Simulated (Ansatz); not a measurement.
CH5BOSi, SMILES O[SiH]1BC1, a comparison of dispersion corrections

Computed with the Ansatz DFT code, driven from Python.

Interactive session:
```pycon
>>> import ansatz
>>> geometry_ang = [
...     ("O", (-0.6397, 0.7069, -1.7074)),
...     ("Si", (-0.2447, 0.7558, -0.0637)),
...     ("B", (1.138, -0.6932, 0.1867)),
...     ("C", (-0.2269, -0.8135, 0.7442)),
...     ("H", (-1.3499, 1.4749, -1.8171)),
...     ("H", (0.3485, 2.0002, 0.4943)),
...     ("H", (2.2805, -1.1316, 0.0338)),
...     ("H", (-0.86, -1.5798, 0.2152)),
...     ("H", (-0.3573, -0.766, 1.8968)),
... ]
>>> mol = ansatz.Crystal.molecule()
>>> for symbol, xyz in geometry_ang:
...     mol = mol.atom(symbol, xyz)
...
>>> calculation = mol.calculation().basis(gaussian="def2-SVP")
>>> for name in ["pbe", "blyp"]:
...     for correction in ("d3bj", "d4"):
...         report = calculation.functional(name, dispersion=correction).run().report
...         print(f"{name:8s} {correction:5s} total {report['free_energy_ev']:.5f} eV, of which dispersion {1000 * report['dispersion']['energy']['ev']:.2f} meV")
...
pbe      d3bj  total -11702.72988 eV, of which dispersion -163.54 meV
pbe      d4    total -11702.72829 eV, of which dispersion -161.95 meV
blyp     d3bj  total -11710.20426 eV, of which dispersion -359.27 meV
blyp     d4    total -11710.20666 eV, of which dispersion -361.66 meV
```

Caveats:
- Total energies depend on the basis set; only differences at equal settings carry meaning.
- The geometry is a force-field or estimated start, not a minimum of this method, and the basis set is short of its limit. D4 holds the three-body term, and d3bj doesn't.
- The whole script took 7.1 s on 1 thread of Arm Neoverse V2, on a shared host, peak memory 0.17 GiB.
